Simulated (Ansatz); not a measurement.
# F₂H₃NSi + H₂O: a complex and its separated parts

Aim: how far the complex at one end of a reaction step lies below its separated, relaxed parts, level by level.

Computed with Ansatz 0.2.0, Gaussian basis. Level: PBE0-D4/def2-TZVP structures, single points in def2-TZVPP, no counterpoise correction.

Levels: SPW92, PBE-D4, BLYP-D4, r2SCAN-D4, B97M-V, PBE0-D4, B3LYP-D4, r2SCAN0-D4, BHLYP-D4, CAM-B3LYP-D4, wB97X-V, wB97M-V, B2PLYP, PBE-QIDH, RPA on PBE, Hartree-Fock, MP2, CCSD, CCSD(T).

Correlated methods freeze the cores. B3LYP uses VWN-RPA correlation. B2PLYP carries no dispersion term here.

94 further runs of the same task are left out: 94 set aside as unsound or not needed.

## 1. The system as given

The complex: 10 atoms, charge 0, spin multiplicity 1.

Atoms are counted from 1 here; the program's logs count them from 0.

Bond lengths: Si1–N2 1.700 Å, Si1–F3 1.588 Å, Si1–F4 1.587 Å, Si1–H5 1.466 Å, N2–H8 1.009 Å, N2–H9 1.010 Å, H6–O7 0.967 Å, O7–H10 0.960 Å. Angles: N2–Si1–F3 113.7°, N2–Si1–F4 107.3°, N2–Si1–H5 110.7°, F3–Si1–F4 104.7°, F3–Si1–H5 108.5°, F4–Si1–H5 111.6°, Si1–N2–H8 118.5°, Si1–N2–H9 120.3°, H8–N2–H9 110.7°, H6–O7–H10 104.7°.

As a file:

```xyz
10

Si   -0.73869   -0.78153   -0.51104
N     0.93437   -0.51331   -0.36762
F    -1.10998   -2.21961   -1.07328
F    -1.34936   -0.75065    0.95313
H    -1.35438    0.23036   -1.37521
H     0.67960    1.31830    0.68140
O     0.27109    2.14611    0.96824
H     1.44225   -0.19528   -1.17966
H     1.50338   -1.13505    0.18807
H    -0.27828    1.90046    1.71599
```

Its parts: F₂H₃NSi holds atoms 1, 2, 3, 4, 5, 8, 9; H₂O holds atoms 6, 7, 10. Each part counts its atoms afresh in its own runs.

## 2. Relaxing F₂H₃NSi alone

File relax-a/in.yaml:

```yaml
crystal:
  periodic: [false, false, false]
  atoms:
    - {symbol: Si, position_ang: [-0.738685, -0.781535, -0.511045]}
    - {symbol: N, position_ang: [0.934367, -0.513312, -0.367621]}
    - {symbol: F, position_ang: [-1.109984, -2.219606, -1.073281]}
    - {symbol: F, position_ang: [-1.349364, -0.750654, 0.953126]}
    - {symbol: H, position_ang: [-1.354377, 0.230365, -1.375214]}
    - {symbol: H, position_ang: [1.442254, -0.195275, -1.179665]}
    - {symbol: H, position_ang: [1.503377, -1.135050, 0.188070]}
basis:
  gaussian: {orbitals: def2-TZVP}
hamiltonian: {xc: pbe0, dispersion: d4}
relax: {f_tol: 0.005, max_steps: 200}
```

Launch:

```bash
$ ansatz run in.yaml --threads 4 --pin off --events-out ev --progress --plain --max-ram 9574MiB
```

What it wrote, shortened:

```text
Functional definition: PBE0
  name "PBE0"
  cite "Adamo & Barone, J. Chem. Phys. 110, 6158 (1999) doi:10.1063/1.478522"
  cite "Perdew, Burke & Ernzerhof, Phys. Rev. Lett. 77, 3865 (1996) doi:10.1103/PhysRevLett.77.3865"
  parent pbe
[...]
867 factors; their error is unknown
[...]
mean field -14848.05821811 eV, -545.6560751402 hartree, gradient 3.5e-5 eV, S^2 0.000000; 0 other end points of the search recorded, 0 dependent functions left out
[...]
reference -14848.05824250 eV, -545.6560760365 hartree; 21, 21 occupied and 127, 127 virtual orbitals, 867 factors
[...]
Total energy: -14848.16341233 eV, -545.6599409564 hartree
Atom 0 at    -0.731164    -0.795411    -0.515681 Å, force     0.000425    -0.001020    -0.001153 eV/Å
Atom 1 at     0.932762    -0.558465    -0.413462 Å, force    -0.000604     0.000188    -0.001220 eV/Å
Atom 2 at    -1.167664    -2.202419    -1.115463 Å, force     0.000680     0.001045     0.000218 eV/Å
Atom 3 at    -1.320671    -0.789139     0.956908 Å, force    -0.000210     0.000279     0.000814 eV/Å
Atom 4 at    -1.358067     0.241295    -1.348105 Å, force     0.000353    -0.000083     0.000303 eV/Å
Atom 5 at     1.467419    -0.241919    -1.204553 Å, force    -0.000731    -0.000318     0.000679 eV/Å
Atom 6 at     1.504974    -1.019010     0.274727 Å, force     0.000087    -0.000091     0.000359 eV/Å
Dipole moment:     0.475569     0.177269    -0.172135 e Å
```

Run time: 30 s. Hardware: 4 threads of Intel Xeon at 2.50GHz, shared host.

Along the way:

| step | energy from step 1 (eV) | largest force component (eV/Å) |
| --- | --- | --- |
| 1 | 0.0000 | 0.5085 |
| 2 | -0.0054 | 0.2847 |
| 3 | -0.0108 | 0.1207 |
| 4 | -0.0127 | 0.0668 |
| 5 | -0.0122 | 0.1566 |
| 6 | -0.0132 | 0.0332 |
| 7 | -0.0133 | 0.0447 |
| 8 | -0.0135 | 0.0083 |
| 9 | -0.0135 | 0.0012 |

Close pairs (by a distance rule), those that changed most:

| bond | before (Å) | after (Å) | change (Å) |
| --- | --- | --- | --- |
| Si1–N2 | 1.700 | 1.684 | -0.017 |
| Si1–H5 | 1.466 | 1.470 | +0.004 |
| N2–H6 | 1.009 | 1.006 | -0.003 |
| N2–H7 | 1.010 | 1.007 | -0.003 |
| Si1–F3 | 1.588 | 1.591 | +0.002 |
| Si1–F4 | 1.587 | 1.586 | -0.001 |

## 3. Relaxing H₂O alone

File relax-b/in.yaml:

```yaml
crystal:
  periodic: [false, false, false]
  atoms:
    - {symbol: H, position_ang: [0.679596, 1.318300, 0.681399]}
    - {symbol: O, position_ang: [0.271092, 2.146111, 0.968237]}
    - {symbol: H, position_ang: [-0.278279, 1.900458, 1.715993]}
basis:
  gaussian: {orbitals: def2-TZVP}
hamiltonian: {xc: pbe0, dispersion: d4}
relax: {f_tol: 0.005, max_steps: 200}
```

Launch:

```bash
$ ansatz run in.yaml --threads 4 --pin off --events-out ev --progress --plain --max-ram 9574MiB
```

What it wrote, shortened:

```text
[... 5 set-up lines as earlier in the session ...]
[...]
239 factors; their error is unknown
[...]
mean field -2078.33174295 eV, -76.3772828095 hartree, gradient 1.6e-5 eV, S^2 0.000000; 0 other end points of the search recorded, 0 dependent functions left out
[...]
reference -2078.33309071 eV, -76.3773323386 hartree; 5, 5 occupied and 38, 38 virtual orbitals, 239 factors
Total energy: -2078.33734643 eV, -76.3774887336 hartree
Atom 0 at     0.678450     1.321394     0.681998 Å, force    -0.000944     0.001444     0.000788 eV/Å
Atom 1 at     0.272194     2.142430     0.967849 Å, force     0.003155    -0.000132    -0.003883 eV/Å
Atom 2 at    -0.278235     1.901045     1.715782 Å, force    -0.002211    -0.001312     0.003095 eV/Å
Dipole moment:    -0.053173    -0.391752     0.170400 e Å
```

Run time: 1.7 s. Hardware: 4 threads of Intel Xeon at 2.50GHz, shared host.

The steps of the relaxation:

| step | energy from step 1 (eV) | largest force component (eV/Å) |
| --- | --- | --- |
| 1 | 0.0000 | 0.3281 |
| 2 | -0.0012 | 0.0977 |
| 3 | -0.0013 | 0.0193 |
| 4 | -0.0013 | 0.0039 |

Close pairs (by a distance rule), those that changed most:

| bond | before (Å) | after (Å) | change (Å) |
| --- | --- | --- | --- |
| H1–O2 | 0.967 | 0.960 | -0.007 |
| O2–H3 | 0.960 | 0.960 | -0.000 |

## 4. SPW92/def2-TZVPP

File parta/in.yaml:

```yaml
crystal:
  periodic: [false, false, false]
  atoms:
    - {symbol: Si, position_ang: [-0.731164, -0.795411, -0.515681]}
    - {symbol: N, position_ang: [0.932762, -0.558465, -0.413462]}
    - {symbol: F, position_ang: [-1.167664, -2.202419, -1.115463]}
    - {symbol: F, position_ang: [-1.320671, -0.789139, 0.956908]}
    - {symbol: H, position_ang: [-1.358067, 0.241295, -1.348105]}
    - {symbol: H, position_ang: [1.467419, -0.241919, -1.204553]}
    - {symbol: H, position_ang: [1.504974, -1.019010, 0.274727]}
basis:
  gaussian: {orbitals: def2-TZVPP}
hamiltonian: {xc: lda}
```

File partb/in.yaml:

```yaml
crystal:
  periodic: [false, false, false]
  atoms:
    - {symbol: H, position_ang: [0.678450, 1.321394, 0.681998]}
    - {symbol: O, position_ang: [0.272194, 2.142430, 0.967849]}
    - {symbol: H, position_ang: [-0.278235, 1.901045, 1.715782]}
basis:
  gaussian: {orbitals: def2-TZVPP}
hamiltonian: {xc: lda}
```

The same command starts each run, in its folder.

Launch:

```bash
$ ansatz run in.yaml --threads 4 --pin off --events-out ev --progress --plain --max-ram 9574MiB
```

Log of parta, shortened:

```text
Functional definition: SPW92
  name "SPW92"
  cite "Dirac, Proc. Camb. Phil. Soc. 26, 376 (1930) doi:10.1017/S0305004100016108"
  cite "Slater, Phys. Rev. 81, 385 (1951) doi:10.1103/PhysRev.81.385"
  cite "Perdew & Wang, Phys. Rev. B 45, 13244 (1992) doi:10.1103/PhysRevB.45.13244"
[...]
932 factors; their error is unknown
[...]
mean field -14779.80631678 eV, -543.1478640292 hartree, gradient 5.1e-5 eV, S^2 0.000000; 0 other end points of the search recorded, 0 dependent functions left out
reference -14779.80634850 eV, -543.1478651949 hartree; 21, 21 occupied and 156, 156 virtual orbitals, 932 factors
Total energy: -14779.80634850 eV, -543.1478651949 hartree
```

Log of partb, shortened:

```text
[... 5 set-up lines as earlier in the session ...]
[...]
269 factors; their error is unknown
[...]
mean field -2065.39692033 eV, -75.9019368459 hartree, gradient 5.3e-5 eV, S^2 0.000000; 0 other end points of the search recorded, 0 dependent functions left out
reference -2065.39693916 eV, -75.9019375379 hartree; 5, 5 occupied and 54, 54 virtual orbitals, 269 factors
Total energy: -2065.39693916 eV, -75.9019375379 hartree
```

They took 1.4 s (parta), 0.25 s (partb) on 4 threads of Intel Xeon at 2.50GHz, shared host.

## 5. PBE-D4/def2-TZVPP

The same edit goes into each in.yaml of step 4 (parta, partb):

```diff
-hamiltonian: {xc: lda}
+hamiltonian: {xc: pbe, dispersion: d4}
```

The same command starts each run, in its folder.

Launch:

```bash
$ ansatz run in.yaml --threads 4 --pin off --events-out ev --progress --plain --max-ram 9574MiB
```

Log of parta, shortened:

```text
Functional definition: PBE
  name "PBE"
[... 2 set-up lines as earlier in the session ...]
[...]
932 factors; their error is unknown
[...]
mean field -14847.20023299 eV, -545.6245447688 hartree, gradient 6.1e-5 eV, S^2 0.000000; 0 other end points of the search recorded, 0 dependent functions left out
reference -14847.20026721 eV, -545.6245460262 hartree; 21, 21 occupied and 156, 156 virtual orbitals, 932 factors
Total energy: -14847.31111006 eV, -545.6286194257 hartree
```

Log of partb, shortened:

```text
[... 4 set-up lines as earlier in the session ...]
[...]
269 factors; their error is unknown
[...]
mean field -2078.40754437 eV, -76.3800684604 hartree, gradient 4.4e-5 eV, S^2 0.000000; 0 other end points of the search recorded, 0 dependent functions left out
reference -2078.40756484 eV, -76.3800692127 hartree; 5, 5 occupied and 54, 54 virtual orbitals, 269 factors
Total energy: -2078.41288177 eV, -76.3802646063 hartree
```

They took 2 s (parta), 0.4 s (partb) on 4 threads of Intel Xeon at 2.50GHz, shared host.

## 6. BLYP-D4/def2-TZVPP

Each input of step 5 (parta, partb) changes in the same lines:

```diff
-hamiltonian: {xc: pbe, dispersion: d4}
+hamiltonian: {xc: {name: BLYP}, dispersion: d4}
```

The same command starts each run, in its folder.

Launch:

```bash
$ ansatz run in.yaml --threads 4 --pin off --events-out ev --progress --plain --max-ram 9574MiB
```

Output in parta, shortened:

```text
Functional definition: BLYP
  name "BLYP"
  cite "Becke, Phys. Rev. A 38, 3098 (1988) doi:10.1103/PhysRevA.38.3098"
  cite "Lee, Yang & Parr, Phys. Rev. B 37, 785 (1988) doi:10.1103/PhysRevB.37.785"
[...]
932 factors; their error is unknown
[...]
mean field -14857.41462496 eV, -545.9999167500 hartree, gradient 7.6e-5 eV, S^2 0.000000; 0 other end points of the search recorded, 0 dependent functions left out
reference -14857.41491601 eV, -545.9999274457 hartree; 21, 21 occupied and 156, 156 virtual orbitals, 932 factors
Total energy: -14857.66696685 eV, -546.0091901435 hartree
```

Output in partb, shortened:

```text
[... 4 set-up lines as earlier in the session ...]
[...]
269 factors; their error is unknown
[...]
mean field -2080.27675767 eV, -76.4487607821 hartree, gradient 8.6e-5 eV, S^2 0.000000; 0 other end points of the search recorded, 0 dependent functions left out
reference -2080.27694722 eV, -76.4487677479 hartree; 5, 5 occupied and 54, 54 virtual orbitals, 269 factors
Total energy: -2080.28978933 eV, -76.4492396869 hartree
```

Wall times: 2 s (parta), 0.35 s (partb) on 4 threads of Intel Xeon at 2.50GHz, shared host.

## 7. r2SCAN-D4/def2-TZVPP

Each input of step 6 (parta, partb) changes in the same lines:

```diff
-hamiltonian: {xc: {name: BLYP}, dispersion: d4}
+hamiltonian: {xc: r2scan, dispersion: d4}
```

One command serves all of them, each in its own folder.

Launch:

```bash
$ ansatz run in.yaml --threads 4 --pin off --events-out ev --progress --plain --max-ram 9574MiB
```

parta printed, shortened:

```text
Functional definition: r2SCAN
  name "r2SCAN"
  cite "Furness, Kaplan, Ning, Perdew & Sun, J. Phys. Chem. Lett. 11, 8208 (2020) doi:10.1021/acs.jpclett.0c02405"
  cite "Furness, Kaplan, Ning, Perdew & Sun, J. Phys. Chem. Lett. 11, 9248 (2020) doi:10.1021/acs.jpclett.0c03077"
  parent r2scan
[...]
932 factors; their error is unknown
[...]
mean field -14854.71238490 eV, -545.9006112593 hartree, gradient 2.7e-5 eV, S^2 0.000000; 0 other end points of the search recorded, 0 dependent functions left out
reference -14854.71239429 eV, -545.9006116045 hartree; 21, 21 occupied and 156, 156 virtual orbitals, 932 factors
Total energy: -14854.73784452 eV, -545.9015468832 hartree
```

partb printed, shortened:

```text
[... 5 set-up lines as earlier in the session ...]
[...]
269 factors; their error is unknown
[...]
mean field -2079.58114090 eV, -76.4231973372 hartree, gradient 8.5e-5 eV, S^2 0.000000; 0 other end points of the search recorded, 0 dependent functions left out
reference -2079.58114610 eV, -76.4231975285 hartree; 5, 5 occupied and 54, 54 virtual orbitals, 269 factors
Total energy: -2079.58241860 eV, -76.4232442919 hartree
```

Wall times: 3.1 s (parta), 0.75 s (partb) on 4 threads of Intel Xeon at 2.50GHz, shared host.

## 8. B97M-V/def2-TZVPP

The same edit goes into each in.yaml of step 7 (parta, partb):

```diff
-hamiltonian: {xc: r2scan, dispersion: d4}
+hamiltonian: {xc: {name: B97M-V}}
```

Each run has its own folder and the same command.

Launch:

```bash
$ ansatz run in.yaml --threads 4 --pin off --events-out ev --progress --plain --max-ram 9574MiB
```

Output in parta, shortened:

```text
Functional definition: B97M-V
  name "B97M-V"
  cite "Mardirossian & Head-Gordon, J. Chem. Phys. 142, 074111 (2015) doi:10.1063/1.4907719"
  cite "Becke, J. Chem. Phys. 107, 8554 (1997) doi:10.1063/1.475007"
  cite "Vydrov & Van Voorhis, J. Chem. Phys. 133, 244103 (2010) doi:10.1063/1.3521275"
  # Of w^i u^j: cxij and so on, Table III.
[...]
  gx(w, u) = cx00 + cx01*u + cx02*u^2 + (cx10 + cx11*u)*w
[...]
  gos(w, u) = cos00 + cos01*u + cos03*u^3 + cos10*w + cos32*w^3*u^2
[...]
      + integral(e_c_pw_mod_opposite_spin*gos(b97_w_opposite, b97_u_opposite)) + vv10(b, c)
932 factors; their error is unknown
[...]
mean field -14854.18009955 eV, -545.8810501334 hartree, gradient 3.2e-5 eV, S^2 0.000000; 0 other end points of the search recorded, 0 dependent functions left out
reference -14854.18014879 eV, -545.8810519432 hartree; 21, 21 occupied and 156, 156 virtual orbitals, 932 factors
Total energy: -14854.18014879 eV, -545.8810519432 hartree
```

partb printed, shortened:

```text
[... 5 set-up lines as earlier in the session ...]
  # Of w^i u^j: cxij and so on, Table III.
[...]
  gx(w, u) = cx00 + cx01*u + cx02*u^2 + (cx10 + cx11*u)*w
[...]
  gos(w, u) = cos00 + cos01*u + cos03*u^3 + cos10*w + cos32*w^3*u^2
[...]
      + integral(e_c_pw_mod_opposite_spin*gos(b97_w_opposite, b97_u_opposite)) + vv10(b, c)
269 factors; their error is unknown
[...]
mean field -2079.93551422 eV, -76.4362203166 hartree, gradient 2.9e-5 eV, S^2 0.000000; 0 other end points of the search recorded, 0 dependent functions left out
reference -2079.93554103 eV, -76.4362213020 hartree; 5, 5 occupied and 54, 54 virtual orbitals, 269 factors
Total energy: -2079.93554103 eV, -76.4362213020 hartree
```

Wall times: 5.5 s (parta), 0.76 s (partb) on 4 threads of Intel Xeon at 2.50GHz, shared host.

## 9. PBE0-D4/def2-TZVPP

The same edit goes into each in.yaml of step 8 (parta, partb):

```diff
-hamiltonian: {xc: {name: B97M-V}}
+hamiltonian: {xc: pbe0, dispersion: d4}
+output: {orbitals: {seedname: orbitals}}
```

Each run has its own folder and the same command.

Launch:

```bash
$ ansatz run in.yaml --threads 4 --pin off --events-out ev --progress --plain --max-ram 9574MiB
```

Output in parta, shortened:

```text
[... 5 set-up lines as earlier in the session ...]
[...]
935 factors; their error is unknown
[...]
mean field -14848.12894920 eV, -545.6586744599 hartree, gradient 2.6e-5 eV, S^2 0.000000; 0 other end points of the search recorded, 0 dependent functions left out
reference -14848.12897406 eV, -545.6586753733 hartree; 21, 21 occupied and 156, 156 virtual orbitals, 935 factors
Total energy: -14848.22065094 eV, -545.6620444365 hartree
```

Log of partb, shortened:

```text
[... 5 set-up lines as earlier in the session ...]
[...]
269 factors; their error is unknown
[...]
mean field -2078.42782233 eV, -76.3808136616 hartree, gradient 1.3e-5 eV, S^2 0.000000; 0 other end points of the search recorded, 0 dependent functions left out
reference -2078.42783683 eV, -76.3808141946 hartree; 5, 5 occupied and 54, 54 virtual orbitals, 269 factors
Total energy: -2078.43209256 eV, -76.3809705895 hartree
```

Wall times: 2.8 s (parta), 0.3 s (partb) on 4 threads of Intel Xeon at 2.50GHz, shared host.

## 10. B3LYP-D4/def2-TZVPP

The same edit goes into each in.yaml of step 9 (parta, partb):

```diff
-hamiltonian: {xc: pbe0, dispersion: d4}
-output: {orbitals: {seedname: orbitals}}
+hamiltonian: {xc: {name: B3LYP}, dispersion: d4}
```

One command serves all of them, each in its own folder.

Launch:

```bash
$ ansatz run in.yaml --threads 4 --pin off --events-out ev --progress --plain --max-ram 9574MiB
```

Output in parta, shortened:

```text
Functional definition: B3LYP
  name "B3LYP"
  cite "Stephens, Devlin, Chabalowski & Frisch, J. Phys. Chem. 98, 11623 (1994) doi:10.1021/j100096a001"
[... 2 set-up lines as earlier in the session ...]
  cite "Vosko, Wilk & Nusair, Can. J. Phys. 58, 1200 (1980) doi:10.1139/p80-159"
[...]
935 factors; their error is unknown
[...]
mean field -14859.08863666 eV, -546.0614355453 hartree, gradient 7.3e-5 eV, S^2 0.000000; 0 other end points of the search recorded, 0 dependent functions left out
reference -14859.08885165 eV, -546.0614434461 hartree; 21, 21 occupied and 156, 156 virtual orbitals, 935 factors
Total energy: -14859.26878209 eV, -546.0680557677 hartree
```

Log of partb, shortened:

```text
[... 6 set-up lines as earlier in the session ...]
[...]
269 factors; their error is unknown
[...]
mean field -2080.76395620 eV, -76.4666649979 hartree, gradient 1.3e-5 eV, S^2 0.000000; 0 other end points of the search recorded, 0 dependent functions left out
reference -2080.76409456 eV, -76.4666700824 hartree; 5, 5 occupied and 54, 54 virtual orbitals, 269 factors
Total energy: -2080.77252042 eV, -76.4669797270 hartree
```

They took 2.5 s (parta), 0.35 s (partb) on 4 threads of Intel Xeon at 2.50GHz, shared host.

## 11. r2SCAN0-D4/def2-TZVPP

Each input of step 10 (parta, partb) changes in the same lines:

```diff
-hamiltonian: {xc: {name: B3LYP}, dispersion: d4}
+hamiltonian: {xc: {name: r2SCAN0}, dispersion: d4}
```

One command serves all of them, each in its own folder.

Launch:

```bash
$ ansatz run in.yaml --threads 4 --pin off --events-out ev --progress --plain --max-ram 9574MiB
```

parta printed, shortened:

```text
Functional definition: r2SCAN0
  name "r2SCAN0"
  cite "Bursch, Neugebauer, Ehlert & Grimme, J. Chem. Phys. 156, 134105 (2022) doi:10.1063/5.0086040"
[... 3 set-up lines as earlier in the session ...]
[...]
935 factors; their error is unknown
[...]
mean field -14853.72506561 eV, -545.8643279447 hartree, gradient 5.2e-5 eV, S^2 0.000000; 0 other end points of the search recorded, 0 dependent functions left out
reference -14853.72507286 eV, -545.8643282111 hartree; 21, 21 occupied and 156, 156 virtual orbitals, 935 factors
Total energy: -14853.75479628 eV, -545.8654205268 hartree
```

partb printed, shortened:

```text
[... 6 set-up lines as earlier in the session ...]
[...]
269 factors; their error is unknown
[...]
mean field -2079.27471993 eV, -76.4119365745 hartree, gradient 2.0e-5 eV, S^2 0.000000; 0 other end points of the search recorded, 0 dependent functions left out
reference -2079.27472403 eV, -76.4119367252 hartree; 5, 5 occupied and 54, 54 virtual orbitals, 269 factors
Total energy: -2079.27612815 eV, -76.4119883257 hartree
```

Times: 4.2 s (parta), 0.6 s (partb) on 4 threads of Intel Xeon at 2.50GHz, shared host.

## 12. BHLYP-D4/def2-TZVPP

The same edit goes into each in.yaml of step 11 (parta, partb):

```diff
-hamiltonian: {xc: {name: r2SCAN0}, dispersion: d4}
+hamiltonian: {xc: {name: BHLYP}, dispersion: d4}
```

The same command starts each run, in its folder.

Launch:

```bash
$ ansatz run in.yaml --threads 4 --pin off --events-out ev --progress --plain --max-ram 9574MiB
```

parta printed, shortened:

```text
Functional definition: BHLYP
  name "BHLYP"
  cite "Becke, J. Chem. Phys. 98, 1372 (1993) doi:10.1063/1.464304"
[... 2 set-up lines as earlier in the session ...]
[...]
1006 factors; their error is unknown
[...]
mean field -14855.78696107 eV, -545.9401012053 hartree, gradient 3.2e-5 eV, S^2 0.000000; 0 other end points of the search recorded, 0 dependent functions left out
reference -14855.78710434 eV, -545.9401064702 hartree; 21, 21 occupied and 156, 156 virtual orbitals, 1006 factors
Total energy: -14855.91790908 eV, -545.9449134560 hartree
```

Output in partb, shortened:

```text
[... 5 set-up lines as earlier in the session ...]
[...]
295 factors; their error is unknown
[...]
mean field -2079.57893357 eV, -76.4231162194 hartree, gradient 2.0e-5 eV, S^2 0.000000; 0 other end points of the search recorded, 0 dependent functions left out
reference -2079.57902436 eV, -76.4231195559 hartree; 5, 5 occupied and 54, 54 virtual orbitals, 295 factors
Total energy: -2079.58397606 eV, -76.4233015274 hartree
```

They took 2.7 s (parta), 0.35 s (partb) on 4 threads of Intel Xeon at 2.50GHz, shared host.

[end of part 1 of 2]
